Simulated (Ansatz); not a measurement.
**CH6FPSi: rotation by 120° about the Si2–P4 bond, part 1 of 2**

How high is the barrier for the rotation by 120° about the Si2–P4 bond? Relax the two ends, then run a nudged elastic band between them. SMILES of the start: C[SiH](F)P.

Method: RKS B3LYP/def2-mTZVP, in Ansatz 0.2.0.

### Step 1. Starting point

Bond lengths: C1–Si2 1.810 Å, Si2–F3 1.575 Å, Si2–P4 2.230 Å, C1–H5 1.151 Å, C1–H6 1.142 Å, C1–H7 1.082 Å, Si2–H8 1.439 Å, P4–H9 1.413 Å, P4–H10 1.339 Å. Angles (14 of 15 angles, heavy atoms first): C1–Si2–F3 107.8°, C1–Si2–P4 107.8°, F3–Si2–P4 107.8°, C1–Si2–H8 112.5°, F3–Si2–H8 109.0°, P4–Si2–H8 111.7°, Si2–C1–H5 111.1°, Si2–C1–H6 112.0°, Si2–C1–H7 116.1°, Si2–P4–H9 94.4°, Si2–P4–H10 98.2°, H5–C1–H6 102.4°, H5–C1–H7 107.2°, H6–C1–H7 106.9°.

As a file:

```xyz
10

C     0.0461    1.2336    0.0775
Si   -0.3563   -0.4056    0.7301
F     0.5048   -0.6312    2.0294
P     0.2815   -1.9179   -0.7802
H    -0.5785    1.4722   -0.8594
H    -0.2595    2.0672    0.7955
H     1.0838    1.4019   -0.1776
H    -1.7500   -0.5398    1.0628
H    -0.3966   -1.2939   -1.8510
H     1.5078   -1.4377   -1.0243
```

### Step 2. End point A

input.yaml reads:

```yaml
crystal:
  periodic: [false, false, false]
  atoms:
    - { symbol: C, position_ang: [0.0461, 1.2336, 0.0775] }
    - { symbol: Si, position_ang: [-0.3563, -0.4056, 0.7301] }
    - { symbol: F, position_ang: [0.5048, -0.6312, 2.0294] }
    - { symbol: P, position_ang: [0.2815, -1.9179, -0.7802] }
    - { symbol: H, position_ang: [-0.5785, 1.4722, -0.8594] }
    - { symbol: H, position_ang: [-0.2595, 2.0672, 0.7955] }
    - { symbol: H, position_ang: [1.0838, 1.4019, -0.1776] }
    - { symbol: H, position_ang: [-1.75, -0.5398, 1.0628] }
    - { symbol: H, position_ang: [-0.3966, -1.2939, -1.851] }
    - { symbol: H, position_ang: [1.5078, -1.4377, -1.0243] }
basis:
  gaussian: { orbitals: def2-mTZVP }
hamiltonian:
  xc: b3lyp
relax:
  f_tol: 0.015
  max_steps: 40
output:
  orbitals: {}
```

On the command line:

```
$ ansatz run input.yaml --threads 2 --pin off --max-ram 3072MiB --backend cpu --events-out ev --progress --plain --runs-dir out
```

The log of the run (excerpt; [...] marks lines left out):

```text
Warning: RAYON_NUM_THREADS=2 ignored (pool sized by the plan → 2); use --threads N
[...]
Functional definition: B3LYP
[...]
993 factors; integrals over basis functions are off by at most 6.7e-4 eV
[...]
mean field -21022.57272048 eV, -772.5652978661 hartree, gradient 5.5e-5 eV, S^2 0.000000; 0 other end points of the search recorded, 0 dependent functions left out
[...]
reference -21022.57299508 eV, -772.5653079573 hartree; 25, 25 occupied and 75, 75 virtual orbitals, 993 factors
relax step   1: F+E_penalty+E_count = -21022.57272048 eV  Δ(F+E_penalty+E_count) = +0.000e0 eV  max|allowed force component| = 2.913e0 eV/Å  Δτ_max = 0.0000 Å  (25 SCF iters, accepted)
[...]
relax step   4: F+E_penalty+E_count = -21022.93478173 eV  Δ(F+E_penalty+E_count) = -1.479e-2 eV  max|allowed force component| = 2.212e-1 eV/Å  Δτ_max = 0.0207 Å  (29 SCF iters, accepted)
[...]
relax step   7: F+E_penalty+E_count = -21022.93977158 eV  Δ(F+E_penalty+E_count) = -5.311e-4 eV  max|allowed force component| = 2.312e-2 eV/Å  Δτ_max = 0.0172 Å  (22 SCF iters, accepted)
[...]
relax step  10: F+E_penalty+E_count = -21022.94065184 eV  Δ(F+E_penalty+E_count) = +1.639e-4 eV  max|allowed force component| = 5.577e-2 eV/Å  Δτ_max = 0.0150 Å  (23 SCF iters, rejected (line search))
[...]
relax step  12: F+E_penalty+E_count = -21022.94098721 eV  Δ(F+E_penalty+E_count) = -7.227e-5 eV  max|allowed force component| = 2.430e-2 eV/Å  Δτ_max = 0.0022 Å  (20 SCF iters, accepted)
[...]
relax step  13: F+E_penalty+E_count = -21022.94100662 eV  Δ(F+E_penalty+E_count) = -1.941e-5 eV  max|allowed force component| = 4.844e-3 eV/Å  Δτ_max = 0.0017 Å  (19 SCF iters, accepted)
993 factors; integrals over basis functions are off by at most 6.5e-4 eV
[...]
mean field -21022.94100662 eV, -772.5788321322 hartree, gradient 3.8e-5 eV, S^2 0.000000; 1 other end points of the search recorded, 0 dependent functions left out
[...]
reference -21022.94128614 eV, -772.5788424043 hartree; 25, 25 occupied and 75, 75 virtual orbitals, 993 factors
Total energy: -21022.94128614 eV, -772.5788424043 hartree
Atom 0 at     0.039796     1.360748     0.101891 Å, force    -0.000884    -0.004434     0.000879 eV/Å
Atom 1 at    -0.320409    -0.384816     0.669800 Å, force     0.000867     0.004844    -0.003667 eV/Å
Atom 2 at     0.472881    -0.624240     2.065979 Å, force     0.000036    -0.001059     0.000443 eV/Å
Atom 3 at     0.317119    -2.055514    -0.733310 Å, force    -0.000366     0.002299     0.001281 eV/Å
Atom 4 at    -0.498384     1.592432    -0.820153 Å, force     0.000116    -0.000609     0.000286 eV/Å
Atom 5 at    -0.269437     2.085110     0.859280 Å, force     0.000067    -0.000087    -0.000151 eV/Å
Atom 6 at     1.104558     1.509451    -0.087330 Å, force    -0.000028    -0.000607     0.000086 eV/Å
Atom 7 at    -1.765637    -0.563441     0.947054 Å, force     0.000013    -0.000421     0.000362 eV/Å
Atom 8 at    -0.490859    -1.571885    -1.803944 Å, force     0.000234    -0.000083     0.000729 eV/Å
Atom 9 at     1.493471    -1.399045    -1.196467 Å, force    -0.000054     0.000155    -0.000246 eV/Å
Dipole moment:    -0.105651     0.357182    -0.358966 e Å
```

It took 40 s on 2 threads of Arm Neoverse V1, shared host; peak memory 0.2 GiB.

Relaxation path:

```
step  energy from step 1 (eV)  largest force component (eV/Å)
   1                   0.0000                          2.9131
   2                  -0.2203                          0.9626
   3                  -0.3473                          0.4389
   4                  -0.3621                          0.2212
   5                  -0.3655                          0.0399
   6                  -0.3665                          0.0280
   7                  -0.3671                          0.0231
   8                  -0.3678                          0.0258
   9                  -0.3681                          0.0509
 10x                  -0.3679                          0.0558
  11                  -0.3682                          0.0393
  12                  -0.3683                          0.0243
  13                  -0.3683                          0.0048
```

Step 1 is the start. 1 step was tried and not accepted (marked x).

After: Bond lengths: C1–Si2 1.871 Å, Si2–F3 1.624 Å, Si2–P4 2.273 Å, C1–H5 1.092 Å, C1–H6 1.093 Å, C1–H7 1.092 Å, Si2–H8 1.482 Å, P4–H9 1.426 Å, P4–H10 1.425 Å. Angles (14 of 15 angles, heavy atoms first): C1–Si2–F3 107.7°, C1–Si2–P4 116.4°, F3–Si2–P4 106.6°, C1–Si2–H8 110.9°, F3–Si2–H8 107.3°, P4–Si2–H8 107.5°, Si2–C1–H5 111.1°, Si2–C1–H6 110.7°, Si2–C1–H7 111.6°, Si2–P4–H9 93.2°, Si2–P4–H10 95.4°, H5–C1–H6 107.8°, H5–C1–H7 107.8°, H6–C1–H7 107.8°.

### Step 3. End point B

The second end starts from a geometry with the move made by hand.

input.yaml: that of step 2 with these lines changed.

```diff
@@ -11,4 +11,4 @@
     - { symbol: H, position_ang: [-1.75, -0.5398, 1.0628] }
-    - { symbol: H, position_ang: [-0.3966, -1.2939, -1.851] }
-    - { symbol: H, position_ang: [1.5078, -1.4377, -1.0243] }
+    - { symbol: H, position_ang: [-0.32778, -3.00264, -0.11093] }
+    - { symbol: H, position_ang: [-0.67493, -1.69294, -1.69049] }
 basis:
@@ -20,3 +20 @@
   max_steps: 40
-output:
-  orbitals: {}
```

On the command line:

```
$ ansatz run input.yaml --threads 2 --pin off --max-ram 3072MiB --backend cpu --events-out ev --progress --plain --runs-dir out
```

The log of the run (excerpt; [...] marks lines left out):

```text
Warning: RAYON_NUM_THREADS=2 ignored (pool sized by the plan → 2); use --threads N
[...]
[... 1 set-up line as earlier in the session ...]
[...]
993 factors; integrals over basis functions are off by at most 6.7e-4 eV
[...]
mean field -21022.62722658 eV, -772.5673009282 hartree, gradient 4.0e-5 eV, S^2 0.000000; 0 other end points of the search recorded, 0 dependent functions left out
[...]
reference -21022.62750633 eV, -772.5673112090 hartree; 25, 25 occupied and 75, 75 virtual orbitals, 993 factors
relax step   1: F+E_penalty+E_count = -21022.62722658 eV  Δ(F+E_penalty+E_count) = +0.000e0 eV  max|allowed force component| = 2.745e0 eV/Å  Δτ_max = 0.0000 Å  (24 SCF iters, accepted)
[...]
relax step   4: F+E_penalty+E_count = -21022.94547022 eV  Δ(F+E_penalty+E_count) = -1.336e-2 eV  max|allowed force component| = 2.056e-1 eV/Å  Δτ_max = 0.0371 Å  (29 SCF iters, accepted)
[...]
Total energy: -21022.94911792 eV, -772.5791302167 hartree
Atom 0 at     0.013406     1.305642     0.053674 Å, force     0.001487     0.000629    -0.001408 eV/Å
Atom 1 at    -0.344043    -0.406495     0.711202 Å, force    -0.002022     0.001327     0.000362 eV/Å
Atom 2 at     0.510812    -0.635159     2.072581 Å, force    -0.000461    -0.000413    -0.001022 eV/Å
Atom 3 at     0.354000    -1.995536    -0.755785 Å, force    -0.000468    -0.002279    -0.002268 eV/Å
Atom 4 at    -0.582372     1.521943    -0.836620 Å, force    -0.000145    -0.000507     0.000495 eV/Å
Atom 5 at    -0.226877     2.063936     0.802321 Å, force    -0.000138     0.000076     0.000270 eV/Å
Atom 6 at     1.065678     1.422076    -0.212584 Å, force    -0.000928    -0.000070     0.000659 eV/Å
Atom 7 at    -1.770384    -0.540617     1.091962 Å, force     0.000625     0.000146     0.000903 eV/Å
Atom 8 at    -0.379628    -3.053814    -0.149524 Å, force     0.000173     0.001262    -0.000784 eV/Å
Atom 9 at    -0.671402    -1.697157    -1.700548 Å, force     0.001878    -0.000172     0.002792 eV/Å
Dipole moment:    -0.289536     0.196219    -0.263996 e Å
```

Run time: 32 s. Hardware: 2 threads of Arm Neoverse V1, shared host; peak memory 0.2 GiB.

Step by step:

```
step  energy from step 1 (eV)  largest force component (eV/Å)
   1                   0.0000                          2.7450
   2                  -0.2210                          1.0494
   3                  -0.3049                          0.3684
   4                  -0.3182                          0.2056
   5                  -0.3183                          0.2001
   6                  -0.3207                          0.0179
   7                  -0.3209                          0.0163
   8                  -0.3213                          0.0107
   9                  -0.3215                          0.0216
 10x                  -0.3214                          0.0251
  11                  -0.3216                          0.0079
  12                  -0.3216                          0.0028
```

Step 1 is the start. 1 step was tried and not accepted (marked x).

After: Bond lengths: C1–Si2 1.869 Å, Si2–F3 1.624 Å, Si2–P4 2.273 Å, C1–H5 1.093 Å, C1–H6 1.092 Å, C1–H7 1.092 Å, Si2–H8 1.482 Å, P4–H9 1.423 Å, P4–H10 1.426 Å. Angles (14 of 15 angles, heavy atoms first): C1–Si2–F3 108.9°, C1–Si2–P4 110.8°, F3–Si2–P4 106.3°, C1–Si2–H8 110.9°, F3–Si2–H8 106.2°, P4–Si2–H8 113.5°, Si2–C1–H5 111.3°, Si2–C1–H6 110.7°, Si2–C1–H7 111.6°, Si2–P4–H9 95.0°, Si2–P4–H10 93.5°, H5–C1–H6 107.5°, H5–C1–H7 107.8°, H6–C1–H7 107.8°.

### Step 4. The band

crystal.atoms is end A as relaxed above, and neb.final_atoms is end B, turned to lie on A. With 7 inner images the band has 9 in all.

input.yaml reads:

```yaml
crystal:
  periodic: [false, false, false]
  atoms:
    - { symbol: C, position_ang: [0.039796, 1.360748, 0.101891] }
    - { symbol: Si, position_ang: [-0.320409, -0.384816, 0.6698] }
    - { symbol: F, position_ang: [0.472881, -0.62424, 2.065979] }
    - { symbol: P, position_ang: [0.317119, -2.055514, -0.73331] }
    - { symbol: H, position_ang: [-0.498384, 1.592432, -0.820153] }
    - { symbol: H, position_ang: [-0.269437, 2.08511, 0.85928] }
    - { symbol: H, position_ang: [1.104558, 1.509451, -0.08733] }
    - { symbol: H, position_ang: [-1.765637, -0.563441, 0.947054] }
    - { symbol: H, position_ang: [-0.490859, -1.571885, -1.803944] }
    - { symbol: H, position_ang: [1.493471, -1.399045, -1.196467] }
basis:
  gaussian: { orbitals: def2-mTZVP }
hamiltonian:
  xc: b3lyp
neb:
  order_check: false
  images: 7
  f_tol: 0.03
  max_iterations: 60
  initial_path: idpp
  final_atoms:
    - { symbol: C, position_ang: [0.15752813, 1.49371385, 0.22950597] }
    - { symbol: Si, position_ang: [-0.28364781, -0.30122997, 0.50348851] }
    - { symbol: F, position_ang: [0.17216773, -0.73119985, 2.00141213] }
    - { symbol: P, position_ang: [0.86893891, -1.64180499, -0.92436607] }
    - { symbol: H, position_ang: [-0.17907415, 1.84064747, -0.75064551] }
    - { symbol: H, position_ang: [-0.31680623, 2.1265302, 0.98301007] }
    - { symbol: H, position_ang: [1.23543029, 1.65598633, 0.28884504] }
    - { symbol: H, position_ang: [-1.75136709, -0.50081706, 0.44534511] }
    - { symbol: H, position_ang: [0.04894547, -2.7850462, -0.70913348] }
    - { symbol: H, position_ang: [0.13098375, -1.20797977, -2.06466177] }
```

On the command line:

```
$ ansatz run input.yaml --threads 2 --pin off --max-ram 3072MiB --backend cpu --events-out ev --progress --plain --runs-dir out
```

The log of the run (excerpt; [...] marks lines left out):

```text
Warning: RAYON_NUM_THREADS=2 ignored (pool sized by the plan → 2); use --threads N
[...]
[... 1 set-up line as earlier in the session ...]
[...]
995 factors; integrals over basis functions are off by at most 6.2e-4 eV
[...]
mean field -21022.94098786 eV, -772.5788314426 hartree, gradient 6.3e-5 eV, S^2 0.000000; 0 other end points of the search recorded, 0 dependent functions left out
[...]
reference -21022.94126712 eV, -772.5788417054 hartree; 25, 25 occupied and 75, 75 virtual orbitals, 995 factors
995 factors; integrals over basis functions are off by at most 6.2e-4 eV
[...]
mean field -21022.94883652 eV, -772.5791198755 hartree, gradient 5.6e-5 eV, S^2 0.000000; 0 other end points of the search recorded, 0 dependent functions left out
[...]
reference -21022.94911968 eV, -772.5791302813 hartree; 25, 25 occupied and 75, 75 virtual orbitals, 995 factors
[...]
Atom 0 at     0.340205     1.346013     0.312544 Å, force    -0.010310     0.003644     0.006239 eV/Å
Atom 1 at    -0.412021    -0.348038     0.558298 Å, force     0.009266    -0.011211     0.006742 eV/Å
Atom 2 at    -0.061371    -0.832272     2.068178 Å, force    -0.005916    -0.000741    -0.008924 eV/Å
Atom 3 at     0.432186    -1.931935    -0.849085 Å, force     0.004142     0.014594     0.005940 eV/Å
Atom 4 at     0.064563     1.763270    -0.658515 Å, force     0.000181    -0.002098    -0.001895 eV/Å
Atom 5 at    -0.011577     2.034550     1.084369 Å, force     0.005527     0.004736    -0.003906 eV/Å
Atom 6 at     1.430141     1.317102     0.366269 Å, force     0.004540    -0.003929    -0.000644 eV/Å
Atom 7 at    -1.890753    -0.302296     0.475792 Å, force    -0.002511     0.001504     0.000867 eV/Å
Atom 8 at    -0.777486    -2.102224    -1.577843 Å, force    -0.007972    -0.008349    -0.002376 eV/Å
Atom 9 at     0.969212    -0.995370    -1.777207 Å, force     0.003053     0.001850    -0.002044 eV/Å
Dipole moment:    -0.094117     0.365898    -0.371130 e Å
this run last wrote the band of iteration 5 to <dir>
```

Wall time 97 s (2 threads of Arm Neoverse V1, shared host); peak memory 0.2 GiB.

### Step 5. Images and barrier

Images 0 and 8 are the ends. Energies count from image 0; the path length is the program's own measure over all atoms.

```
image  path (Å)  energy (eV)  dihedral F3–Si2–P4–H9 (°)  band force (eV/Å)
    0     0.000       0.0000                       -179                  -
    1     0.363       0.0042                        168              0.010
    2     0.726       0.0145                        155              0.016
    3     1.090       0.0244                        142              0.022
   4*     1.453       0.0271                        129              0.013
    5     1.820       0.0204                        116              0.017
    6     2.187       0.0079                        103              0.015
    7     2.554      -0.0034                         90              0.010
    8     2.921      -0.0078                         77                  -
```

The star marks the climbing image.

image, energy (eV) and a bar:
```
        0      0.000 #######
        1      0.004 ##########
        2      0.015 ###################
        3      0.024 ############################
        4      0.027 ##############################
        5      0.020 ########################
        6      0.008 ##############
        7     -0.003 ####
        8     -0.008
```

How the highest energy settled:

```
iteration  highest image above image 0 (eV)  largest band force (eV/Å)
        1                            0.0587                      0.407
        2                            0.0531                      0.490
        3                            0.0280                      0.087
        4                            0.0275                      0.056
        5                            0.0271                      0.022
```

Positions of all images (Å):

```xyz
10
image=0 dE=0.0000
C     0.040    1.361    0.102
Si   -0.320   -0.385    0.670
F     0.473   -0.624    2.066
P     0.317   -2.056   -0.733
H    -0.498    1.592   -0.820
H    -0.269    2.085    0.859
H     1.105    1.509   -0.087
H    -1.766   -0.563    0.947
H    -0.491   -1.572   -1.804
H     1.493   -1.399   -1.196
10
image=1 dE=0.0042
C     0.120    1.363    0.152
Si   -0.338   -0.381    0.648
F     0.353   -0.673    2.088
P     0.337   -2.040   -0.753
H    -0.341    1.639   -0.799
H    -0.219    2.077    0.907
H     1.200    1.479    0.046
H    -1.803   -0.522    0.828
H    -0.616   -1.693   -1.754
H     1.391   -1.299   -1.360
10
image=2 dE=0.0145
C     0.196    1.362    0.204
Si   -0.361   -0.374    0.621
F     0.221   -0.725    2.096
P     0.367   -2.015   -0.780
H    -0.200    1.685   -0.761
H    -0.154    2.066    0.963
H     1.284    1.435    0.161
H    -1.837   -0.465    0.709
H    -0.703   -1.829   -1.700
H     1.270   -1.192   -1.511
10
image=3 dE=0.0244
C     0.270    1.356    0.258
Si   -0.387   -0.363    0.591
F     0.079   -0.780    2.090
P     0.400   -1.978   -0.811
H    -0.069    1.728   -0.711
H    -0.080    2.052    1.025
H     1.361    1.379    0.262
H    -1.868   -0.389    0.590
H    -0.755   -1.969   -1.643
H     1.130   -1.087   -1.649
10
image=4 dE=0.0271
C     0.340    1.346    0.313
Si   -0.412   -0.348    0.558
F    -0.061   -0.832    2.068
P     0.432   -1.932   -0.849
H     0.065    1.763   -0.659
H    -0.012    2.035    1.084
H     1.430    1.317    0.366
H    -1.891   -0.302    0.476
H    -0.777   -2.102   -1.578
H     0.969   -0.995   -1.777
10
image=5 dE=0.0204
C     0.409    1.334    0.369
Si   -0.435   -0.327    0.519
F    -0.202   -0.883    2.027
P     0.457   -1.879   -0.892
H     0.193    1.798   -0.596
H     0.058    2.012    1.151
H     1.493    1.250    0.465
H    -1.903   -0.202    0.357
H    -0.779   -2.228   -1.504
H     0.792   -0.926   -1.895
10
image=6 dE=0.0079
C     0.474    1.320    0.429
Si   -0.454   -0.302    0.475
F    -0.332   -0.928    1.969
P     0.471   -1.822   -0.944
H     0.328    1.828   -0.527
H     0.117    1.987    1.217
H     1.547    1.180    0.573
H    -1.902   -0.095    0.241
H    -0.767   -2.336   -1.422
H     0.600   -0.884   -2.008
10
image=7 dE=-0.0034
C     0.535    1.304    0.492
Si   -0.465   -0.272    0.427
F    -0.445   -0.968    1.894
P     0.472   -1.763   -1.011
H     0.471    1.851   -0.452
H     0.163    1.962    1.280
H     1.590    1.108    0.693
H    -1.890    0.014    0.134
H    -0.746   -2.420   -1.338
H     0.397   -0.867   -2.117
10
image=8 dE=-0.0078
C     0.476    1.388    0.402
Si   -0.391   -0.266    0.446
F    -0.193   -0.924    1.917
P     0.554   -1.711   -1.032
H     0.324    1.891   -0.557
H     0.090    2.046    1.183
H     1.551    1.282    0.556
H    -1.853   -0.104    0.260
H    -0.524   -2.640   -1.003
H     0.049   -1.014   -2.169
```

(Continued in part 2 of 2.)
